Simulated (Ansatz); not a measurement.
# C2H2FSi: the cost of one run

Program: Ansatz 0.2.0. Level of theory: UKS PBE0/6-31G. These are calculated values, not measurements.

### 1 Starting point

Bond lengths: F1–C2 1.350 Å, C2–C3 1.393 Å, C3–Si4 1.770 Å, C2–H5 1.142 Å, C2–H6 1.103 Å. Angles: F1–C2–C3 119.3°, F1–C2–H5 107.8°, F1–C2–H6 108.8°, C3–C2–H5 88.7°, C3–C2–H6 122.9°, H5–C2–H6 104.8°, C2–C3–Si4 146.5°.

As a file:

```xyz
6

F     1.3275    0.1575    0.8610
C     0.1269    0.4038    0.2958
C    -0.3777   -0.4883   -0.6480
Si   -0.8506   -2.1588   -0.9943
H     0.2843    1.1612   -0.5439
H    -0.5104    0.9247    1.0295
```

### 2 End point A

input.yaml

```yaml
crystal:
  periodic: [false, false, false]
  atoms:
    - { symbol: F, position_ang: [1.32751, 0.15753, 0.86097] }
    - { symbol: C, position_ang: [0.12691, 0.4038, 0.29577] }
    - { symbol: C, position_ang: [-0.37773, -0.48834, -0.64804] }
    - { symbol: Si, position_ang: [-0.85063, -2.15883, -0.99431] }
    - { symbol: H, position_ang: [0.28431, 1.16117, -0.54392] }
    - { symbol: H, position_ang: [-0.51036, 0.92467, 1.02952] }
total_charge: 1
magnetization:
  spin_polarized: true
basis:
  gaussian: { orbitals: "6-31G" }
hamiltonian:
  xc: pbe0
relax:
  f_tol: 0.02
  max_steps: 50
```

Launch:

```
> ansatz run input.yaml --threads 1 --pin off --max-ram 2048MiB --backend cpu --events-out ev --progress --plain --runs-dir out
```

**Question.** How long does this run take on 1 thread of Arm Neoverse V1, shared host, and how much memory does it need?

About 37 s, with a peak of 0.14 GiB.
